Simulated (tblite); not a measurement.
# C2H13NO2Si4: the cost of one run

Computed with tblite 0.8.0 and PySCF 2.14.0, with density-fitted response routines of our own, on a single molecule in the gas phase. Atoms count from 0, in the outputs and in this text.

## 1. The starting structure

22 atoms, charge 0, multiplicity 1; geometry from: force field or distance geometry start.

Bonds of the start (Å): C0–C1 1.35, C1–Si2 1.84, Si2–O3 1.71, O3–Si4 1.74, Si2–N5 1.76, N5–Si6 1.74, N5–Si7 1.75, Si7–O8 1.72, C0–H9 1.07, C0–H10 1.08, C1–H11 1.09, Si2–H12 1.49, Si4–H13 1.47, Si4–H14 1.47, Si4–H15 1.49, Si6–H16 1.45, Si6–H17 1.49, Si6–H18 1.49, Si7–H19 1.46, Si7–H20 1.49, O8–H21 0.98.

## 2. Geometry optimisation with GFN2-xTB

What the job is given:

```
{"job": {"kind": "relax", "xc": "GFN2-xTB", "basis": "xTB"}, "charge": 0, "multiplicity": 1}
C      1.689900     1.711400    -1.510800
C      0.935400     1.719200    -0.392900
Si     0.510300     0.063300     0.298200
O      1.718100    -1.102900    -0.043500
Si     2.472900    -1.552300     1.460700
N     -1.068800    -0.552100    -0.170300
Si    -1.310900    -1.036700    -1.824700
Si    -2.445500     0.103400     0.696400
O     -2.023600     1.487600     1.629700
H      1.988100     0.790100    -1.972600
H      1.949900     2.674100    -1.930500
H      0.624900     2.645700     0.086600
H      0.480900     0.224900     1.782700
H      2.854800    -2.972100     1.379800
H      3.620600    -0.671700     1.746000
H      1.523800    -1.413200     2.603100
H     -1.166700    -0.004300    -2.832700
H     -0.469300    -2.230700    -2.099300
H     -2.710800    -1.530600    -1.931800
H     -3.529400     0.435700    -0.230900
H     -2.935500    -0.951400     1.631700
H     -2.719400     2.181900     1.624300
```

Launch:

```console
$ OMP_NUM_THREADS=1 python probes_run.py task.json out
```

This one command runs all jobs of the session in turn.

Q: Estimate the wall time and peak memory of this first job on 1 thread of Arm Neoverse V1, shared host.

About 3.4 s, with a peak of 0.18 GiB.
